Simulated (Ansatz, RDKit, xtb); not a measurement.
**Isomers of C3H2ClFN2, a sample narrowed down**

A sample of isomers of C3H2ClFN2 is drawn. Aim: find which of them has the lowest free energy at 298.15 K, then its properties. The sample is small against all isomers, and the most stable one of this formula need not be in it.

The funnel: GFN2-xTB relaxations, single points with a density functional, relaxations at r2SCAN-D4/def2-SVP, harmonic vibrations (at GFN2-xTB), and a last energy at a higher level. All values are calculated.

**1. Drawing up candidates**

Isomers were taken from a list of plausible structures; this is a sample, not all of them. That gives 6 candidates.

| label | SMILES | spin |
| --- | --- | --- |
| c001 | Fc1c[nH]nc1Cl | singlet |
| c137 | Fc1cc(Cl)n[nH]1 | singlet |
| c149 | Fc1cn[nH]c1Cl | singlet |
| c726 | Fc1n[nH]cc1Cl | singlet |
| c731 | Fc1cc(Cl)[nH]n1 | singlet |
| c838 | Fc1[nH]ncc1Cl | singlet |

Candidates are built by distance geometry, with a force field where one applies, in up to four conformers (letters a to d).

Q: Predict the outcome of this search (final energies at CCSD(T)/def2-SVP + MP2/def2-TZVPP - MP2/def2-SVP).

| quantity | value |
| --- | --- |
| lowest structure found | Fc1cc(Cl)[nH]n1, singlet |
| next finalist | Fc1n[nH]cc1Cl, singlet, 2.0 kcal/mol higher in G |
| share at equilibrium, among the finalists | 94.8 % |

The lowest structure found is `Fc1cc(Cl)[nH]n1`. The margin, 2.0 kcal/mol, is modest. GFN2-xTB, r2SCAN-D4/def2-SVP, r2SCAN-D4/def2-SVP, relaxed, HF/def2-SVP and MP2/def2-SVP already put its bonding pattern lowest among the structures in one piece; HF/STO-3G favours the singlet Fc1cc(Cl)n[nH]1. Lowest found is not proven lowest: the search is finite, and each finalist counts with one conformer. Only 6 drawn patterns were tried, so whole families of isomers are missing, and the result ranks this sample alone.
